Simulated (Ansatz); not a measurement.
# C2H10S2Si2: the cost of one run

Program: Ansatz 0.2.0. Level of theory: RKS B3LYP-D4/6-31G*. These are calculated values, not measurements.

### 1 Starting point

Bond lengths (14 of 15 bonds, heavy atoms first): C1–Si2 1.890 Å, Si2–C3 1.845 Å, Si2–S4 2.093 Å, S4–S5 2.030 Å, S5–Si6 2.165 Å, C1–H7 1.106 Å, C1–H8 1.054 Å, C1–H9 1.032 Å, Si2–H10 1.511 Å, C3–H11 1.054 Å, C3–H12 1.141 Å, C3–H13 1.118 Å, Si6–H14 1.476 Å, Si6–H15 1.463 Å. Angles (14 of 26 angles, heavy atoms first): C1–Si2–C3 111.7°, C1–Si2–S4 110.6°, C3–Si2–S4 107.4°, Si2–S4–S5 103.3°, S4–S5–Si6 101.6°, C1–Si2–H10 108.1°, C3–Si2–H10 110.9°, S4–Si2–H10 108.1°, Si2–C1–H7 107.4°, Si2–C1–H8 108.6°, Si2–C1–H9 109.8°, Si2–C3–H11 112.4°, Si2–C3–H12 109.7°, Si2–C3–H13 111.6°.

Coordinates:

```xyz
16

C     0.5444   -2.2609   -1.0191
Si    0.4679   -0.4409   -0.5171
C     1.4005    0.6308   -1.6948
S    -1.5137    0.2323   -0.4929
S    -1.3881    2.0157    0.4696
Si   -1.7010    1.4219    2.5280
H     0.1025   -2.3443   -2.0291
H    -0.0451   -2.8199   -0.3475
H     1.5230   -2.5872   -1.0045
H     1.0230   -0.3157    0.8824
H     1.0099    0.5871   -2.6725
H     2.4963    0.3126   -1.7188
H     1.3817    1.7027   -1.3782
H    -0.7254    0.3828    2.9125
H    -1.5333    2.5687    3.4215
H    -3.0653    0.8915    2.7049
```

### 2 End point A

input.yaml reads:

```yaml
crystal:
  periodic: [false, false, false]
  atoms:
    - { symbol: C, position_ang: [0.5444, -2.2609, -1.0191] }
    - { symbol: Si, position_ang: [0.4679, -0.4409, -0.5171] }
    - { symbol: C, position_ang: [1.4005, 0.6308, -1.6948] }
    - { symbol: S, position_ang: [-1.5137, 0.2323, -0.4929] }
    - { symbol: S, position_ang: [-1.3881, 2.0157, 0.4696] }
    - { symbol: Si, position_ang: [-1.701, 1.4219, 2.528] }
    - { symbol: H, position_ang: [0.1025, -2.3443, -2.0291] }
    - { symbol: H, position_ang: [-0.0451, -2.8199, -0.3475] }
    - { symbol: H, position_ang: [1.523, -2.5872, -1.0045] }
    - { symbol: H, position_ang: [1.023, -0.3157, 0.8824] }
    - { symbol: H, position_ang: [1.0099, 0.5871, -2.6725] }
    - { symbol: H, position_ang: [2.4963, 0.3126, -1.7188] }
    - { symbol: H, position_ang: [1.3817, 1.7027, -1.3782] }
    - { symbol: H, position_ang: [-0.7254, 0.3828, 2.9125] }
    - { symbol: H, position_ang: [-1.5333, 2.5687, 3.4215] }
    - { symbol: H, position_ang: [-3.0653, 0.8915, 2.7049] }
basis:
  gaussian: { orbitals: "6-31G*" }
hamiltonian:
  xc: b3lyp
  dispersion: d4
relax:
  f_tol: 0.02
  max_steps: 50
```

Started as:

```console
ansatz run input.yaml --threads 2 --pin off --max-ram 3072MiB --backend cpu --events-out ev --progress --plain --runs-dir out
```

Q: Estimate wall time and peak memory on 2 threads of Intel Xeon 6975P-C (Granite Rapids), shared host.

About 40 s, with a peak of 0.37 GiB.
